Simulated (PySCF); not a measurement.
# BF4: the cost of one run

Computed with PySCF 2.14.0, with density-fitted response routines of our own, on a single molecule in the gas phase. Atoms are numbered from 0 throughout.

### Step 1. Starting geometry

5 atoms, charge -1, multiplicity 1; geometry from: GFN2-xTB. The atoms were then displaced at random by about 0.03 Å, so the start is not that level's minimum.

Bonds of the start (Å): F0–B1 1.40, B1–F2 1.42, B1–F3 1.44, B1–F4 1.37.

### Step 2. Optimising the geometry at PBE0-D3(BJ)/def2-SVP

The job: settings as JSON, then the geometry in Å.

```
{"job": {"xc": "PBE0", "basis": "def2-SVP", "d3": "d3bj", "grid": 1, "shake": 0.03, "kind": "geom"}, "charge": -1, "multiplicity": 1}
F      0.924320     0.488240    -0.929580
B     -0.013320    -0.012470    -0.013430
F     -0.882250    -0.931540    -0.660700
F      0.845760    -0.628140     0.970130
F     -0.782430     0.979120     0.537080
```

Started as:

```console
$ OMP_NUM_THREADS=1 python probes_run.py task.json out
```

The driver reads the jobs from task.json and runs them one after another.

**Question.** How long does this first job take on 1 thread of Arm Neoverse V1, shared host, and how much memory does it need?

About 6.2 s, with a peak of 0.29 GiB.
